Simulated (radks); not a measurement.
**Ionising bismuth step by step, Bi⁶³⁺ to Bi⁸²⁺**

The task here is to estimate one member of a computed series from the others.

Program: radks (a radial shooting solver on a logarithmic mesh, Libxc functionals) version 1. Level of theory: non-relativistic Kohn-Sham, PBE, spin-polarised, spherical densities, point nucleus; open shells are filled with parallel spins first. These are calculated values, not measurements, unless marked.

**The atom as given**

```
element             : bismuth (Z = 83)
charges             : 63 to 82
first configuration : [Ar] 3d2
last configuration  : 1s1
```

Outer shells as boxes (Hund's rule):

Bi⁶³⁺
```
[Ar] core
3d [↑ ][↑ ][  ][  ][  ]
```

Bi⁸²⁺
```
1s [↑ ]
```

Set-up of the first run:

Settings of this run:

```text
Z 83
configuration [Ar] 3d2
relativity non-relativistic
functional pbe,pbe
spin polarised
nucleus point
```

Among the steps run: Bi⁶³⁺, [Ar] 3d2.

One table of the session follows, with a row left open; its other results are not shown here.

It belongs to the step «Bi⁶³⁺, [Ar] 3d2». From the orbitals of this run (lengths in bohr):

```
  level      <r>  outermost maximum (interpolated)  90 % within  nodes
  2p up  0.06417                            0.0507        0.103      0
2p down  0.06413                            0.0507        0.103      0
  3s up   0.1808                             0.172        0.261      2
3s down   0.1810                             0.172        0.262      2
  3p up   0.1706                             0.161        0.252      1
3p down   0.1708                             0.161        0.252      1
  3d up        ?                                 ?            ?      ?
3d down   0.1469                             0.124        0.223      0
```

**Question.** Estimate the row for 3d up.

**Answer.** <r>: 0.1467; outermost maximum (interpolated): 0.124; 90 % within: 0.223; nodes: 0. In the column «<r>» it lies between 2p up (0.06417) and 3d down (0.1469).

Limits of these values: Relativity is left out here, which matters for elements this heavy. Open shells are spherical and high-spin; term and fine-structure splittings are not resolved.
